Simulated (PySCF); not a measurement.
# C7H5NO: the cost of one run

Computed with PySCF 2.14.0, with density-fitted response routines of our own, on a single molecule in the gas phase. Atoms count from 0, in the outputs and in this text.

## Step 1: Starting geometry

14 atoms, charge 0, multiplicity 1; geometry from: GFN2-xTB.

Bonds of the start (Å): C0–C1 1.20, C1–C2 1.44, C2–O3 1.21, C2–C4 1.49, C4–C5 1.33, C4–C6 1.51, C6–C7 1.44, C7–N8 1.14, C0–H9 1.05, C5–H10 1.08, C5–H11 1.08, C6–H12 1.10, C6–H13 1.10.

## Step 2: Excited states and response: CAM-B3LYP/def2-SVPD

What the job is given:

```
{"job": {"kind": "uv", "xc": "CAM-B3LYP", "basis": "def2-SVPD", "nstates": 8, "ntriplets": 3}, "charge": 0, "multiplicity": 1}
C      3.316333     0.233479     0.164354
C      2.191386    -0.132957    -0.043581
C      0.890575    -0.655562    -0.371295
O      0.749418    -1.601235    -1.116689
C     -0.255990     0.046696     0.266520
C     -0.085296     1.020992     1.156198
C     -1.607892    -0.448359    -0.185673
C     -2.611285    -0.311547     0.836748
N     -3.398452    -0.197719     1.657406
H      4.289139     0.576056     0.366500
H     -0.923558     1.513329     1.621550
H      0.897924     1.346105     1.451694
H     -1.523236    -1.501886    -0.474713
H     -1.929744     0.112134    -1.071161
```

With the program's defaults for keys left out, this is: TDDFT CAM-B3LYP/def2-SVPD, vertical, gas phase, core orbitals frozen in the response.

Run with:

```sh
OMP_NUM_THREADS=1 python probes_run.py task.json out
```

This one command runs all jobs of the session in turn.

**Question.** How long does this job take on 1 thread of Arm Neoverse N1, shared host, and how much memory does it need?

About 97 s, with a peak of 1 GiB.
